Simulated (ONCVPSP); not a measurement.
# La: the cost of one run

Program: ONCVPSP 4.0.1. Reference atom: PBE, scalar-relativistic, spherical and spin-unpolarised. All values are calculated.

### Step 1. The design

The settings as typed:

| Property | Result |
| --- | --- |
| element | lanthanum (La, Z = 57) |
| type | optimised norm-conserving Vanderbilt (ONCV) |
| frozen core | [Kr] |
| valence charge | 21 |
| reference configuration | 4d10 5s2 5p6 5d1 6s2 |
| partial waves | 5s+6s: rc 2.15 bohr, ncon 4, nbas 8, qcut 5 1/bohr, 3 projectors, debl 1.5 Ha; 5p: rc 3.00 bohr, ncon 4, nbas 7, qcut 5.8 1/bohr, 2 projectors, debl 1.8 Ha; 4d+5d: rc 1.30 bohr, ncon 5, nbas 10, qcut 14.1 1/bohr, 2 projectors; f scattering state at 0.13 Ha: rc 3.20 bohr, ncon 4, nbas 7, qcut 3.3 1/bohr, 2 projectors, debl 0.8 Ha |
| local potential | polynomial inside 1.00 bohr (lpopt 4, dvloc0 3 Ha) |
| core correction | Teter function, parameters optimised by the program |

### Step 2. Generating the potential

La.dat

```
# ATOM AND REFERENCE CONFIGURATION
# atsym  z   nc   nv     iexc    psfile
  La 57.00    8    5        4      upf
#
#   n    l    f
    1    0    2.00
    2    0    2.00
    2    1    6.00
    3    0    2.00
    3    1    6.00
    3    2   10.00
    4    0    2.00
    4    1    6.00
    4    2   10.00
    5    0    2.00
    5    1    6.00
    5    2    1.00
    6    0    2.00
#
# PSEUDOPOTENTIAL AND OPTIMIZATION
# lmax
    3
#
#   l,   rc,      ep,       ncon, nbas, qcut
    0    2.15    0.00    4    8    5.00
    1    3.00    0.00    4    7    5.80
    2    1.30    0.00    5   10   14.10
    3    3.20    0.13    4    7    3.30
#
# LOCAL POTENTIAL
# lloc, lpopt,  rc(5),   dvloc0
    4    4    1.00    3.00
#
# VANDERBILT-KLEINMAN-BYLANDER PROJECTORs
# l, nproj, debl
    0    3    1.50
    1    2    1.80
    2    2    2.60
    3    2    0.80
#
# MODEL CORE CHARGE
# icmod, fcfact, rcfact
    4    0.40    0.00
#
# LOG DERIVATIVE ANALYSIS
# epsh1, epsh2, depsh
   -5.00    5.00    0.04
#
# OUTPUT GRID
# rlmax, drl
    6.00    0.01
#
# TEST CONFIGURATIONS
# ncnf
    4
# nvcnf
#   n    l    f
    5
    4    2   10.00
    5    0    2.00
    5    1    6.00
    5    2    1.00
    6    0    1.00
#
    5
    4    2   10.00
    5    0    2.00
    5    1    6.00
    5    2    1.00
    6    0    0.00
#
    5
    4    2   10.00
    5    0    2.00
    5    1    6.00
    5    2    0.00
    6    0    0.00
#
    6
    4    2   10.00
    5    0    2.00
    5    1    6.00
    5    2    1.00
    6    0    0.00
    6    1    1.00
#
```

The run is started by

```bash
oncvpsp.x < La.dat > La.out
```

**Question.** How long does this run take on 1 thread of AMD EPYC 7R43, shared host?

About 13 s.
